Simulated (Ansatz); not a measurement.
# Mo: the cost of one run

Computed with Ansatz 0.2.0 (DFT PBE, scalar-relativistic, plane waves, PAW, unless a step's input says otherwise).

1 further run of the same task is left out (set aside as unsound or not needed).

### 1 The starting structure

The structure is cubic, space group Im-3m (No. 229). Conventional cell: a = 3.160 Å, b = 3.160 Å, c = 3.160 Å, α = 90.00°, β = 90.00°, γ = 90.00°. Mo (site symmetry m-3m) has 8 Mo at 2.74 Å as nearest neighbours.

Coordinates:

```xyz
1
Lattice="-1.5802 1.5802 1.5802 1.5802 -1.5802 1.5802 1.5802 1.5802 -1.5802" Properties=species:S:1:pos:R:3 pbc="T T T"
Mo    0.0000    0.0000    0.0000
```

This cell was relaxed beforehand with the same method: volume 15.78 Å³/atom, gap on the mesh none (metal).

### 2 The bulk in the cell of the plane

Input file input.yaml:

```yaml
crystal:
  lattice:
    - [4.4695390377, 0.0, 0.0]
    - [-2.2347695189, 3.8707343499, 0.0]
    - [2.2347695189, 1.2902447833, 0.9123408357]
  atoms:
    - { symbol: Mo, position: [0.0, 0.0, 0.0] }
basis:
  ecutwfc: 420
kpoints:
  mp_grid: { grid: [9, 9, 37] }
hamiltonian:
  xc: pbe
scf:
  occupations: { method: gaussian, width: 0.1 }
output:
  forces: true
  stress: true
  eigenvalues: true
  write_density: true
  write_potential: true
  elf: true
  volumetric_format: npy
```

On the command line:

```console
> ansatz run input.yaml --threads 1 --pin off --max-ram 2560MiB --backend cpu --events-out ev --progress --plain --runs-dir out
```

**Question.** How long does this run take on 1 thread of Arm Neoverse V1, shared host, and how much memory does it need?

About 16 s, with a peak of 0.43 GiB.
